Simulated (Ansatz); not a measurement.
# C3H9NSi: geometry optimisation

Aim: relax C3H9NSi at this level.

Computed with Ansatz 0.2.0. Level: RKS PBE0-D4/def2-SVP.

### 1 Where the work starts

SMILES `C[SiH]1CNC1`, 14 atoms, charge 0, spin multiplicity 1.

Atoms are counted from 1 here; the program's logs count them from 0.

Bond lengths: C1–Si2 1.890 Å, C1–H6 1.109 Å, C1–H7 1.110 Å, C1–H8 1.110 Å, Si2–C3 1.917 Å, Si2–C5 1.917 Å, Si2–H9 1.513 Å, C3–N4 1.499 Å, C3–H10 1.110 Å, C3–H11 1.114 Å, N4–C5 1.499 Å, N4–H12 1.026 Å, C5–H13 1.114 Å, C5–H14 1.110 Å. Angles: Si2–C1–H6 111.1°, Si2–C1–H7 110.8°, Si2–C1–H8 110.8°, H6–C1–H7 108.2°, H6–C1–H8 108.3°, H7–C1–H8 107.6°, C1–Si2–C3 123.2°, C1–Si2–C5 123.2°, C1–Si2–H9 109.4°, C3–Si2–C5 75.3°, C3–Si2–H9 110.9°, C5–Si2–H9 110.9°, Si2–C3–N4 89.1°, Si2–C3–H10 119.5°, Si2–C3–H11 115.3°, N4–C3–H10 113.8°, N4–C3–H11 111.0°, H10–C3–H11 107.2° and more.

Coordinates:

```xyz
14
charge 0, multiplicity 1
C    -1.8944    1.0591   -0.1294
Si   -0.2851    0.2838    0.4883
C     0.2450   -1.5109    0.0702
N     1.6140   -1.0027   -0.2670
C     1.3900    0.4711   -0.4255
H    -2.0396    0.8671   -1.2117
H    -1.8892    2.1570    0.0309
H    -2.7663    0.6439    0.4173
H    -0.1284    0.5635    1.9672
H     0.2366   -2.2823    0.8680
H    -0.2479   -1.9559   -0.8242
H     2.2470   -1.1706    0.5225
H     1.3169    0.7503   -1.5014
H     2.1887    1.0975    0.0234
```

### 2 Relaxation

input.yaml reads:

```yaml
crystal:
  periodic: [false, false, false]
  atoms:
    - { symbol: C, position_ang: [-1.894391, 1.059053, -0.129352] }
    - { symbol: Si, position_ang: [-0.285077, 0.283774, 0.488278] }
    - { symbol: C, position_ang: [0.244954, -1.510884, 0.070165] }
    - { symbol: "N", position_ang: [1.614015, -1.002718, -0.266995] }
    - { symbol: C, position_ang: [1.389997, 0.471116, -0.425492] }
    - { symbol: H, position_ang: [-2.0396, 0.867085, -1.211672] }
    - { symbol: H, position_ang: [-1.88916, 2.157025, 0.0309] }
    - { symbol: H, position_ang: [-2.766337, 0.643883, 0.417345] }
    - { symbol: H, position_ang: [-0.128409, 0.563503, 1.967241] }
    - { symbol: H, position_ang: [0.236638, -2.282281, 0.867989] }
    - { symbol: H, position_ang: [-0.247929, -1.955932, -0.824208] }
    - { symbol: H, position_ang: [2.246954, -1.170623, 0.522471] }
    - { symbol: H, position_ang: [1.316869, 0.750346, -1.501353] }
    - { symbol: H, position_ang: [2.188678, 1.097454, 0.023382] }
basis:
  gaussian: { orbitals: def2-SVP }
hamiltonian:
  xc: pbe0
  dispersion: d4
output:
  forces: true
relax:
  f_tol: 0.003
  max_steps: 120
```

The run is started by

```
$ ansatz run input.yaml --threads 1 --pin off --max-ram 2560MiB --backend cpu --events-out ev --progress --plain --runs-dir out
```

Log:

```text
Warning: RAYON_NUM_THREADS=1 ignored (pool sized by the plan → 1); use --threads N
The last accepted step is kept in <dir> (removed where the run ends without a failure and the disk answers)
Engine: ansatz 0.2.0, aarch64-unknown-linux-gnu
Functional definition: PBE0
  parameter a = 0.25
  parameter kappa = 0.804
  parameter beta = 0.06672455060314922
  exchange = (1 - a)*pbe_x(kappa = kappa, mu = beta*pi^2/3) + a*exact_x
  correlation = pbe_c(beta = beta)
1322 factors; integrals over basis functions are off by at most 4.6e-4 eV
mean field evaluation 1: about -12601.0323 eV, gradient 5.9e1 eV
mean field evaluation 2: about -12596.9355 eV, gradient 7.1e1 eV
mean field evaluation 4: about -12609.6297 eV, gradient 3.0e0 eV
mean field evaluation 8: about -12609.6703 eV, gradient 1.3e-1 eV
mean field evaluation 16: about -12609.6704 eV, gradient 1.3e-5 eV
mean field -12609.67038090 eV, -463.3968393565 hartree, gradient 1.3e-5 eV, S^2 0.000000; 0 other end points of the search recorded, 0 dependent functions left out
the calculation of the forces begins
reference -12609.67041051 eV, -463.3968404445 hartree; 24, 24 occupied and 95, 95 virtual orbitals, 1322 factors
relax step   1: F+E_penalty+E_count = -12609.91320474 eV  Δ(F+E_penalty+E_count) = +0.000e0 eV  max|allowed force component| = 3.497e-1 eV/Å  Δτ_max = 0.0000 Å  (25 SCF iters, accepted)
these checks for a lower state are left out or cut short: starts, cluster_reference, orbital_swaps, neighbouring_geometries, increment
1322 factors; integrals over basis functions are off by at most 4.4e-4 eV
mean field -12609.68868726 eV, -463.3975121027 hartree, gradient 7.8e-5 eV, S^2 0.000000; 0 other end points of the search recorded, 0 dependent functions left out
the calculation of the forces begins
reference -12609.68871674 eV, -463.3975131862 hartree; 24, 24 occupied and 95, 95 virtual orbitals, 1322 factors
relax step   2: F+E_penalty+E_count = -12609.93223562 eV  Δ(F+E_penalty+E_count) = -1.903e-2 eV  max|allowed force component| = 1.791e-1 eV/Å  Δτ_max = 0.0166 Å  (26 SCF iters, accepted)
these checks for a lower state are left out or cut short: starts, cluster_reference, orbital_swaps, neighbouring_geometries, increment
1322 factors; integrals over basis functions are off by at most 4.3e-4 eV
mean field -12609.69124883 eV, -463.3976062386 hartree, gradient 7.5e-5 eV, S^2 0.000000; 0 other end points of the search recorded, 0 dependent functions left out
the calculation of the forces begins
reference -12609.69127813 eV, -463.3976073157 hartree; 24, 24 occupied and 95, 95 virtual orbitals, 1322 factors
relax step   3: F+E_penalty+E_count = -12609.93547141 eV  Δ(F+E_penalty+E_count) = -3.236e-3 eV  max|allowed force component| = 1.172e-1 eV/Å  Δτ_max = 0.0321 Å  (26 SCF iters, accepted)
these checks for a lower state are left out or cut short: starts, cluster_reference, orbital_swaps, neighbouring_geometries, increment
1322 factors; integrals over basis functions are off by at most 4.3e-4 eV
mean field -12609.69282301 eV, -463.3976640888 hartree, gradient 7.4e-5 eV, S^2 0.000000; 0 other end points of the search recorded, 0 dependent functions left out
the calculation of the forces begins
reference -12609.69285231 eV, -463.3976651656 hartree; 24, 24 occupied and 95, 95 virtual orbitals, 1322 factors
relax step   4: F+E_penalty+E_count = -12609.93701307 eV  Δ(F+E_penalty+E_count) = -1.542e-3 eV  max|allowed force component| = 2.649e-2 eV/Å  Δτ_max = 0.0187 Å  (26 SCF iters, accepted)
these checks for a lower state are left out or cut short: starts, cluster_reference, orbital_swaps, neighbouring_geometries, increment
1322 factors; integrals over basis functions are off by at most 4.4e-4 eV
mean field evaluation 32: about -12609.6474 eV, gradient 2.8e0 eV
mean field -12609.69536342 eV, -463.3977574470 hartree, gradient 6.7e-5 eV, S^2 0.000000; 0 other end points of the search recorded, 0 dependent functions left out
the calculation of the forces begins
reference -12609.69539265 eV, -463.3977585215 hartree; 24, 24 occupied and 95, 95 virtual orbitals, 1322 factors
relax step   5: F+E_penalty+E_count = -12609.93958527 eV  Δ(F+E_penalty+E_count) = -2.572e-3 eV  max|allowed force component| = 4.358e-2 eV/Å  Δτ_max = 0.0736 Å  (25 SCF iters, accepted)
these checks for a lower state are left out or cut short: starts, cluster_reference, orbital_swaps, neighbouring_geometries, increment
1322 factors; integrals over basis functions are off by at most 4.4e-4 eV
mean field -12609.69831508 eV, -463.3978659186 hartree, gradient 1.1e-5 eV, S^2 0.000000; 0 other end points of the search recorded, 0 dependent functions left out
the calculation of the forces begins
reference -12609.69834427 eV, -463.3978669915 hartree; 24, 24 occupied and 95, 95 virtual orbitals, 1322 factors
relax step   6: F+E_penalty+E_count = -12609.94271104 eV  Δ(F+E_penalty+E_count) = -3.126e-3 eV  max|allowed force component| = 5.152e-1 eV/Å  Δτ_max = 0.1985 Å  (27 SCF iters, accepted)
these checks for a lower state are left out or cut short: starts, cluster_reference, orbital_swaps, neighbouring_geometries, increment
1322 factors; integrals over basis functions are off by at most 4.4e-4 eV
mean field -12609.70485820 eV, -463.3981063738 hartree, gradient 7.2e-5 eV, S^2 0.000000; 0 other end points of the search recorded, 0 dependent functions left out
the calculation of the forces begins
reference -12609.70488733 eV, -463.3981074445 hartree; 24, 24 occupied and 95, 95 virtual orbitals, 1322 factors
relax step   7: F+E_penalty+E_count = -12609.94938175 eV  Δ(F+E_penalty+E_count) = -6.671e-3 eV  max|allowed force component| = 2.906e-1 eV/Å  Δτ_max = 0.0272 Å  (24 SCF iters, accepted)
these checks for a lower state are left out or cut short: starts, cluster_reference, orbital_swaps, neighbouring_geometries, increment
1322 factors; integrals over basis functions are off by at most 4.5e-4 eV
mean field -12609.72346524 eV, -463.3987901701 hartree, gradient 1.1e-5 eV, S^2 0.000000; 0 other end points of the search recorded, 0 dependent functions left out
the calculation of the forces begins
reference -12609.72349422 eV, -463.3987912351 hartree; 24, 24 occupied and 95, 95 virtual orbitals, 1322 factors
relax step   8: F+E_penalty+E_count = -12609.96859097 eV  Δ(F+E_penalty+E_count) = -1.921e-2 eV  max|allowed force component| = 1.112e-1 eV/Å  Δτ_max = 0.1998 Å  (26 SCF iters, accepted)
these checks for a lower state are left out or cut short: starts, cluster_reference, orbital_swaps, neighbouring_geometries, increment
1322 factors; integrals over basis functions are off by at most 4.4e-4 eV
mean field -12609.73992609 eV, -463.3993950952 hartree, gradient 9.2e-6 eV, S^2 0.000000; 0 other end points of the search recorded, 0 dependent functions left out
the calculation of the forces begins
reference -12609.73995517 eV, -463.3993961639 hartree; 24, 24 occupied and 95, 95 virtual orbitals, 1322 factors
relax step   9: F+E_penalty+E_count = -12609.98536397 eV  Δ(F+E_penalty+E_count) = -1.677e-2 eV  max|allowed force component| = 4.234e-1 eV/Å  Δτ_max = 0.1950 Å  (26 SCF iters, accepted)
these checks for a lower state are left out or cut short: starts, cluster_reference, orbital_swaps, neighbouring_geometries, increment
1322 factors; integrals over basis functions are off by at most 4.3e-4 eV
mean field evaluation 64: about -12609.7360 eV, gradient 1.6e-1 eV
mean field -12609.75737418 eV, -463.4000363007 hartree, gradient 7.4e-6 eV, S^2 0.000000; 0 other end points of the search recorded, 0 dependent functions left out
the calculation of the forces begins
reference -12609.75740327 eV, -463.4000373697 hartree; 24, 24 occupied and 95, 95 virtual orbitals, 1322 factors
relax step  10: F+E_penalty+E_count = -12610.00364492 eV  Δ(F+E_penalty+E_count) = -1.828e-2 eV  max|allowed force component| = 7.419e-1 eV/Å  Δτ_max = 0.1983 Å  (26 SCF iters, accepted)
these checks for a lower state are left out or cut short: starts, cluster_reference, orbital_swaps, neighbouring_geometries, increment
1322 factors; integrals over basis functions are off by at most 4.3e-4 eV
mean field -12609.77941445 eV, -463.4008462655 hartree, gradient 6.7e-6 eV, S^2 0.000000; 0 other end points of the search recorded, 0 dependent functions left out
the calculation of the forces begins
reference -12609.77944354 eV, -463.4008473345 hartree; 24, 24 occupied and 95, 95 virtual orbitals, 1322 factors
relax step  11: F+E_penalty+E_count = -12610.02631902 eV  Δ(F+E_penalty+E_count) = -2.267e-2 eV  max|allowed force component| = 7.793e-1 eV/Å  Δτ_max = 0.1812 Å  (27 SCF iters, accepted)
these checks for a lower state are left out or cut short: starts, cluster_reference, orbital_swaps, neighbouring_geometries, increment
1322 factors; integrals over basis functions are off by at most 4.1e-4 eV
mean field -12609.80037392 eV, -463.4016165118 hartree, gradient 9.4e-6 eV, S^2 0.000000; 0 other end points of the search recorded, 0 dependent functions left out
the calculation of the forces begins
reference -12609.80040305 eV, -463.4016175826 hartree; 24, 24 occupied and 95, 95 virtual orbitals, 1322 factors
relax step  12: F+E_penalty+E_count = -12610.04970686 eV  Δ(F+E_penalty+E_count) = -2.339e-2 eV  max|allowed force component| = 4.676e-1 eV/Å  Δτ_max = 0.2000 Å  (27 SCF iters, accepted)
these checks for a lower state are left out or cut short: starts, cluster_reference, orbital_swaps, neighbouring_geometries, increment
1322 factors; integrals over basis functions are off by at most 4.4e-4 eV
mean field -12609.82895741 eV, -463.4026669358 hartree, gradient 2.0e-5 eV, S^2 0.000000; 0 other end points of the search recorded, 0 dependent functions left out
the calculation of the forces begins
reference -12609.82898673 eV, -463.4026680133 hartree; 24, 24 occupied and 95, 95 virtual orbitals, 1322 factors
relax step  13: F+E_penalty+E_count = -12610.07875869 eV  Δ(F+E_penalty+E_count) = -2.905e-2 eV  max|allowed force component| = 5.864e-2 eV/Å  Δτ_max = 0.1709 Å  (26 SCF iters, accepted)
these checks for a lower state are left out or cut short: starts, cluster_reference, orbital_swaps, neighbouring_geometries, increment
1322 factors; integrals over basis functions are off by at most 5.2e-4 eV
mean field -12609.83105801 eV, -463.4027441315 hartree, gradient 6.3e-5 eV, S^2 0.000000; 0 other end points of the search recorded, 0 dependent functions left out
the calculation of the forces begins
reference -12609.83108733 eV, -463.4027452089 hartree; 24, 24 occupied and 95, 95 virtual orbitals, 1322 factors
relax step  14: F+E_penalty+E_count = -12610.08165762 eV  Δ(F+E_penalty+E_count) = -2.899e-3 eV  max|allowed force component| = 1.057e-1 eV/Å  Δτ_max = 0.0809 Å  (25 SCF iters, accepted)
these checks for a lower state are left out or cut short: starts, cluster_reference, orbital_swaps, neighbouring_geometries, increment
1322 factors; integrals over basis functions are off by at most 5.8e-4 eV
mean field evaluation 96: about -12609.7931 eV, gradient 2.3e0 eV
mean field -12609.83148547 eV, -463.4027598403 hartree, gradient 6.1e-5 eV, S^2 0.000000; 0 other end points of the search recorded, 0 dependent functions left out
the calculation of the forces begins
reference -12609.83151478 eV, -463.4027609173 hartree; 24, 24 occupied and 95, 95 virtual orbitals, 1322 factors
relax step  15: F+E_penalty+E_count = -12610.08259929 eV  Δ(F+E_penalty+E_count) = -9.417e-4 eV  max|allowed force component| = 5.785e-2 eV/Å  Δτ_max = 0.0638 Å  (23 SCF iters, accepted)
these checks for a lower state are left out or cut short: starts, cluster_reference, orbital_swaps, neighbouring_geometries, increment
1322 factors; integrals over basis functions are off by at most 5.6e-4 eV
mean field -12609.83188083 eV, -463.4027743695 hartree, gradient 8.6e-6 eV, S^2 0.000000; 0 other end points of the search recorded, 0 dependent functions left out
the calculation of the forces begins
reference -12609.83191013 eV, -463.4027754463 hartree; 24, 24 occupied and 95, 95 virtual orbitals, 1322 factors
relax step  16: F+E_penalty+E_count = -12610.08291702 eV  Δ(F+E_penalty+E_count) = -3.177e-4 eV  max|allowed force component| = 2.846e-2 eV/Å  Δτ_max = 0.0178 Å  (22 SCF iters, accepted)
these checks for a lower state are left out or cut short: starts, cluster_reference, orbital_swaps, neighbouring_geometries, increment
1322 factors; integrals over basis functions are off by at most 5.6e-4 eV
mean field -12609.83184387 eV, -463.4027730111 hartree, gradient 5.4e-5 eV, S^2 0.000000; 0 other end points of the search recorded, 0 dependent functions left out
the calculation of the forces begins
reference -12609.83187317 eV, -463.4027740878 hartree; 24, 24 occupied and 95, 95 virtual orbitals, 1322 factors
relax step  17: F+E_penalty+E_count = -12610.08295061 eV  Δ(F+E_penalty+E_count) = -3.360e-5 eV  max|allowed force component| = 6.800e-3 eV/Å  Δτ_max = 0.0035 Å  (19 SCF iters, accepted)
these checks for a lower state are left out or cut short: starts, cluster_reference, orbital_swaps, neighbouring_geometries, increment
1322 factors; integrals over basis functions are off by at most 5.6e-4 eV
mean field -12609.83182674 eV, -463.4027723817 hartree, gradient 4.1e-5 eV, S^2 0.000000; 0 other end points of the search recorded, 0 dependent functions left out
the calculation of the forces begins
reference -12609.83185604 eV, -463.4027734584 hartree; 24, 24 occupied and 95, 95 virtual orbitals, 1322 factors
relax step  18: F+E_penalty+E_count = -12610.08295773 eV  Δ(F+E_penalty+E_count) = -7.116e-6 eV  max|allowed force component| = 1.235e-3 eV/Å  Δτ_max = 0.0020 Å  (18 SCF iters, accepted)
1322 factors; integrals over basis functions are off by at most 5.6e-4 eV
mean field evaluation 128: about -12609.8318 eV, gradient 1.9e-3 eV
mean field -12609.83182674 eV, -463.4027723817 hartree, gradient 4.1e-5 eV, S^2 0.000000; 1 other end points of the search recorded, 0 dependent functions left out
the calculation of the forces begins
reference -12609.83185604 eV, -463.4027734584 hartree; 24, 24 occupied and 95, 95 virtual orbitals, 1322 factors
Total energy: -12610.08298703 eV, -463.4120023520 hartree
Atom 0 at    -1.775745     0.950416    -0.292630 Å, force    -0.000046    -0.000074    -0.000679 eV/Å
Atom 1 at    -0.301780     0.344039     0.688847 Å, force    -0.000411     0.000368     0.000926 eV/Å
Atom 2 at     0.241460    -1.438055     0.299461 Å, force     0.001235    -0.000727    -0.000219 eV/Å
Atom 3 at     1.122188    -0.827990    -0.702096 Å, force    -0.000359     0.000236     0.000139 eV/Å
Atom 4 at     1.375840     0.523484    -0.192049 Å, force     0.001159    -0.000757    -0.000163 eV/Å
Atom 5 at    -1.671068     0.627867    -1.339538 Å, force    -0.000343     0.000145    -0.000068 eV/Å
Atom 6 at    -1.846587     2.049126    -0.270631 Å, force     0.000119    -0.000008    -0.000219 eV/Å
Atom 7 at    -2.717489     0.542388     0.106494 Å, force    -0.000005    -0.000118    -0.000149 eV/Å
Atom 8 at    -0.408126     0.764841     2.122692 Å, force     0.000324    -0.000011     0.000805 eV/Å
Atom 9 at     0.764585    -1.920635     1.152688 Å, force    -0.000620     0.000296    -0.000380 eV/Å
Atom 10 at    -0.478209    -2.161963    -0.118294 Å, force     0.000045    -0.000288     0.000137 eV/Å
Atom 11 at     1.943840    -1.369032    -0.965012 Å, force    -0.000797     0.000470     0.000183 eV/Å
Atom 12 at     1.513320     1.281690    -0.981166 Å, force     0.000279     0.000108    -0.000021 eV/Å
Atom 13 at     2.224974     0.604628     0.519933 Å, force    -0.000580     0.000360    -0.000290 eV/Å
Dipole moment:     0.018528     0.003737     0.057670 e Å
```

Run time: 1.9 min. Hardware: 1 thread of Arm Neoverse V1, shared host; peak memory 0.28 GiB.

The steps of the relaxation:

```csv
step,energy from step 1 (eV),largest force component (eV/Å)
1,0.0000,0.3497
2,-0.0190,0.1791
3,-0.0223,0.1172
4,-0.0238,0.0265
5,-0.0264,0.0436
6,-0.0295,0.5152
7,-0.0362,0.2906
8,-0.0554,0.1112
9,-0.0722,0.4234
10,-0.0904,0.7419
11,-0.1131,0.7793
12,-0.1365,0.4676
13,-0.1656,0.0586
14,-0.1685,0.1057
15,-0.1694,0.0578
16,-0.1697,0.0285
17,-0.1697,0.0068
18,-0.1698,0.0012
```

Bond lengths before and after, largest changes first:

```csv
bond,before (Å),after (Å),change (Å)
N4–C5,1.499,1.467,-0.033
C3–N4,1.499,1.467,-0.032
C1–Si2,1.890,1.872,-0.018
Si2–H9,1.513,1.498,-0.015
Si2–C3,1.917,1.903,-0.014
Si2–C5,1.917,1.903,-0.014
C3–H11,1.114,1.103,-0.011
C5–H13,1.114,1.103,-0.011
```

### 3 What came out

```
             quantity      value
        energy gained  0.1698 eV
root mean square move    0.640 Å
        dipole moment     0.29 D
```

**Reading.** Bond lengths: C1–Si2 1.872 Å, C1–H6 1.100 Å, C1–H7 1.101 Å, C1–H8 1.101 Å, Si2–C3 1.903 Å, Si2–C5 1.903 Å, Si2–H9 1.498 Å, C3–N4 1.467 Å, C3–H10 1.111 Å, C3–H11 1.103 Å, N4–C5 1.467 Å, N4–H12 1.018 Å, C5–H13 1.103 Å, C5–H14 1.111 Å. Angles: Si2–C1–H6 109.2°, Si2–C1–H7 111.3°, Si2–C1–H8 111.3°, H6–C1–H7 108.5°, H6–C1–H8 108.5°, H7–C1–H8 107.9°, C1–Si2–C3 114.9°, C1–Si2–C5 114.9°, C1–Si2–H9 110.8°, C3–Si2–C5 75.0°, C3–Si2–H9 118.6°, C5–Si2–H9 118.6°, Si2–C3–N4 85.5°, Si2–C3–H10 112.6°, Si2–C3–H11 120.4°, N4–C3–H10 115.0°, N4–C3–H11 114.0°, H10–C3–H11 108.2° and more. No frequencies were computed here.
